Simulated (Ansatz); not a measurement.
# CoH2N: the cost of one run

Computed with Ansatz 0.2.0, Gaussian basis. Level: def2-TZVPP, core rule «outside noble gas», up to 10 orbitals frozen.

The runs, in order: UHF; CCSD(T) on RHF; CCSD(T) on UHF; CCSDT(Q) on RHF; CASSCF and NEVPT2, 16 electrons in 12 orbitals.

## (1) The geometry

The geometry is a PBE0/def2-TZVP stationary point (not a proven minimum).

4 atoms, charge 0, spin multiplicity 1.

Atoms are counted from 1 here; the program's logs count them from 0.

Bond lengths: Co1–N2 1.702 Å, N2–H3 1.012 Å, N2–H4 1.012 Å. Angles: Co1–N2–H3 124.7°, Co1–N2–H4 124.7°, H3–N2–H4 110.7°.

Geometry (Å):

```
Co    0.0000    0.0000    0.3792
N     0.0000    0.0000   -1.3224
H     0.0000    0.8326   -1.8982
H     0.0000   -0.8326   -1.8982
```

## (2) UHF

in.yaml reads:

```yaml
crystal:
  periodic: [false, false, false]
  atoms:
    - {symbol: Co, position_ang: [0.000000, 0.000000, 0.379223]}
    - {symbol: N, position_ang: [0.000000, 0.000000, -1.322381]}
    - {symbol: H, position_ang: [0.000000, 0.832604, -1.898232]}
    - {symbol: H, position_ang: [0.000000, -0.832604, -1.898232]}
basis:
  gaussian: {orbitals: def2-TZVPP}
magnetization: {spin_polarized: true, initial_magnetization: 0}
hamiltonian: {xc: hf}
output: {orbitals: {seedname: orbitals}}
```

Launch:

```bash
$ ansatz run in.yaml --threads 1 --pin off --events-out ev --progress --plain --max-ram 4096MiB --backend cpu
```

What time and memory should one allow on 1 thread of AMD EPYC 7R13, shared host?

About 70 s, with a peak of 0.37 GiB.
